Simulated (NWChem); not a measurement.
# SnHBrO (SMILES [OH][Sn][Br]) at SSB-D/6-311+G(d,p)/LANL2DZ (core potential, trust 0.5)

We compute a structure relaxation of SnHBrO. 

Program for the calculation: NWChem 7.3.0.

2 further runs of the same task are left out: 2 set aside as unsound or not needed.

### Step 1. Starting point

SnHBrO: 4 atoms, total charge 0, spin state singlet. SMILES: `[OH][Sn][Br]`. Geometry: relaxed at PBE0-D4/def2-TZVP. The run starts from this shape.

Bond lengths: O1–Sn2 1.975 Å, Sn2–Br3 2.517 Å, O1–H4 0.962 Å. Angles: O1–Sn2–Br3 94.6°, Sn2–O1–H4 114.8°.

### Step 2. A geometry optimisation at SSB-D/6-311+G(d,p)/LANL2DZ (core potential, trust 0.5)

job.nw reads:

```
start job
title "BrHOSn"
memory 2200 mb

geometry units angstroms
  O     -0.446300     0.542400    -0.727800
  Sn    -0.328800    -0.563500     0.903900
  Br     2.164200    -0.876400     0.756300
  H     -1.333500     0.837200    -0.952800
end

basis spherical bse
  * library 6-311+G** except Br Sn
  Br library LANL2DZ
  Sn library LANL2DZ
end

ecp bse
  Sn library LANL2DZ
  Br library LANL2DZ
end

dft
  xc ssb-d
  grid coarse
  convergence energy 0.001 rabuck 15
  maxiter 100
  print low
end

driver
  maxiter 60
  trust 0.5
end

freq
  temp 1 273.15
end

task dft optimize
task dft frequencies
```

The run is started by

```bash
$ nwchem job.nw > job.out
```

What values should one expect? Wanted: total energy at the end; dispersion energy; lowest harmonic wavenumber; highest harmonic wavenumber; zero-point energy; ideal-gas entropy at 273.15 K.

**Answer.** As computed:

At SSB-D/6-311+G**/LANL2DZ (core potential, trust 0.5):

| quantity | value |
| --- | --- |
| total energy at the end | -93.12166 Eh |
| dispersion energy | -3.11 kJ/mol |
| lowest harmonic wavenumber | 138 cm⁻¹ |
| highest harmonic wavenumber | 3877 cm⁻¹ |
| zero-point energy | 34.7 kJ/mol |
| ideal-gas entropy at 273.15 K (symmetry number 1 as used) | 74.8 cal/(mol K) |

At the final geometry: Bond lengths: O1–Sn2 1.982 Å, Sn2–Br3 2.611 Å, O1–H4 0.959 Å. Angles: O1–Sn2–Br3 94.1°, Sn2–O1–H4 119.3°. All 6 modes are real, so the shape is a minimum at this level. The optimisation took 6 steps and changed the energy by -0.047 eV.
